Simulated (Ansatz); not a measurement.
# ClFH₂OSiTe: a ladder of functionals and wavefunction methods

One table from this session's results is given with a row withheld; the runs are named, their logs left out.

Program: Ansatz 0.2.0, Gaussian basis. Level of theory: functionals in def2-TZVPP, the program's frozen cores in correlated methods. These are calculated values, not measurements.

Plan: LDA (SPW92), PBE-D4, revPBE-D4, BLYP-D4, r2SCAN-D4, B97M-V, PBE0-D4, B3LYP-D4, r2SCANh-D4, r2SCAN0-D4, HSE06-D4, BHLYP-D4, CAM-B3LYP-D4, LC-ωPBE, ωB97X-V, ωB97M-V, B2PLYP, PBE-QIDH; CCSD(T)/def2-SVP; CCSD(T)/def2-TZVPP; MP2/def2-QZVPP; extrapolation to the limit; RPA on PBE.

## The relaxed structure

An earlier PBE0-D4 in a triple-zeta def2 set relaxation fixed the geometry. Te takes the def2 core potential; no spin-orbit term is included.

SMILES `O[Si](F)(Cl)[TeH]`, 7 atoms, charge 0, spin multiplicity 1.

Atoms are counted from 1 here; the program's logs count them from 0.

Bond lengths: O1–Si2 1.622 Å, O1–H6 0.959 Å, Si2–F3 1.580 Å, Si2–Cl4 2.039 Å, Si2–Te5 2.473 Å, Te5–H7 1.656 Å. Angles: Si2–O1–H6 118.1°, O1–Si2–F3 104.7°, O1–Si2–Cl4 112.2°, O1–Si2–Te5 110.0°, F3–Si2–Cl4 106.8°, F3–Si2–Te5 112.0°, Cl4–Si2–Te5 110.9°, Si2–Te5–H7 90.9°.

Set-up of the first run:

The input, in.yaml:

```yaml
crystal:
  periodic: [false, false, false]
  atoms:
    - {symbol: O, position_ang: [-1.057022, -1.295897, -0.583822]}
    - {symbol: Si, position_ang: [0.165677, -0.435507, 0.046354]}
    - {symbol: F, position_ang: [1.444230, -1.339837, -0.165943]}
    - {symbol: Cl, position_ang: [-0.038657, -0.163555, 2.057063]}
    - {symbol: Te, position_ang: [0.362132, 1.735865, -1.120272]}
    - {symbol: H, position_ang: [-1.949562, -0.965585, -0.465788]}
    - {symbol: H, position_ang: [1.134404, 2.396616, 0.186708]}
basis:
  gaussian: {orbitals: def2-TZVPP}
hamiltonian: {xc: lda}
output: {orbitals: {seedname: orbitals}}
```

Steps of the session up to this table: LDA; PBE-D4 (GGA); revPBE-D4 (GGA); BLYP-D4 (GGA); r2SCAN-D4 (meta-GGA); B97M-V (meta-GGA); PBE0-D4 (hybrid); B3LYP-D4 (hybrid); r2SCANh-D4 (hybrid); r2SCAN0-D4 (hybrid); HSE06-D4 (hybrid); BHLYP-D4 (hybrid); CAM-B3LYP-D4 (range-separated); LC-ωPBE (range-separated); ωB97X-V (range-separated); ωB97M-V (range-separated); B2PLYP (double hybrid); PBE-QIDH (double hybrid).

One of the session's tables, all rows but one given; the rest of the session is left out.

It belongs to the step «Frontier levels by functional». 

```
  functional  HOMO (eV)  gap (eV)
 LDA (SPW92)      -6.09      4.02
      PBE-D4      -5.92      4.04
   revPBE-D4      -5.86      4.06
     BLYP-D4      -5.74      3.96
   r2SCAN-D4      -6.19      4.50
      B97M-V      -6.17      4.46
     PBE0-D4      -7.00      5.91
    B3LYP-D4      -6.76      5.46
  r2SCANh-D4      -6.58      5.18
  r2SCAN0-D4      -7.17      6.20
    HSE06-D4      -6.61      5.15
    BHLYP-D4          ?         ?
CAM-B3LYP-D4      -8.22      8.17
     LC-ωPBE      -9.54     10.61
     ωB97X-V      -9.21     10.17
     ωB97M-V      -9.08      9.88
```

**Question.** Estimate the row for BHLYP-D4.

Worked estimate for «HOMO (eV)». Against the share of exact exchange, BLYP-D4 (0, -5.74), B3LYP-D4 (0.2, -6.76) give a slope of -5.10 per unit share; at 0.5 the line stands at -8.29.

The run gave: HOMO (eV): -7.90; gap (eV): 7.67. In «HOMO (eV)» the line misses by -0.39.
